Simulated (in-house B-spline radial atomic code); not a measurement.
# Fe²¹⁺: ionisation energy by several methods

How far do functionals differ on the ionisation energy of Fe²¹⁺? Each run solves Fe²¹⁺ and then the next ion ([He] 2s2).

Program: in-house B-spline radial atomic code version 1. Level of theory: non-relativistic, several functionals, spin-polarised; spherical all-electron atom at the radial basis limit. These are calculated values, not measurements, unless marked.

## 1. Starting point

| Quantity | Value |
| --- | --- |
| element | iron (Z = 26) |
| charge | +21 |
| electrons | 5 |
| configuration | [He] 2s2 2p1 |
| nucleus | point |

Outer shells as boxes (Hund's rule):

[He] 2s2 2p1
```
[He] core
2s [↑↓]
2p [↑ ][  ][  ]
```

Where spins are not typed, each open shell is filled with up spins first.

## 2. RPBE, a GGA

Settings of the run:

```ini
Z = 26
electrons = 5.0
configuration = [He] 2s2 2p1
hamiltonian = nr
method = rpbe,pbe
spin_polarised = True
```

## 3. revTPSS, a meta-GGA

Settings of the run:

```ini
Z = 26
electrons = 5.0
configuration = [He] 2s2 2p1
hamiltonian = nr
method = revtpss,revtpss
spin_polarised = True
```

## 4. PBEsol, a GGA

Settings of the run:

```ini
Z = 26
electrons = 5.0
configuration = [He] 2s2 2p1
hamiltonian = nr
method = pbesol
spin_polarised = True
```

Q: The tabulated ionisation energy is 1798.4 ± 0.8 eV (semi-empirical; NIST Atomic Spectra Database). What does each method give, and which comes nearest?

The runs gave:

| method | rung | total energy (hartree) | ΔSCF (eV) | −ε highest (eV) | ΔSCF less tabulated (eV) |
| --- | --- | --- | --- | --- | --- |
| RPBE | GGA | -870.6985 | 1782.54 | 1732.15 (2p up) | -15.86 |
| PBEsol | GGA | -869.5234 | 1781.75 | 1731.36 (2p up) | -16.65 |
| revTPSS | meta-GGA | -870.6024 | 1781.05 | 1731.41 (2p up) | -17.35 |

What this shows: Against the tabulated ionisation energy, 1798.4 ± 0.8 eV (semi-empirical; NIST Atomic Spectra Database), the best here is RPBE (-15.86 eV) and the worst revTPSS (-17.35 eV, or 0.96 %). All methods miss on the same side by much the same amount, which points to something that they share. These runs lack relativity altogether, which can outweigh the gaps between the methods, so the nearest may be so by luck. Open shells are averaged (over orientations, and over spins where the run is restricted), while tables refer to the lowest levels.

Members of this set that are not shown: 4 used exact exchange with fractional occupations of an open shell, which is unsound here.
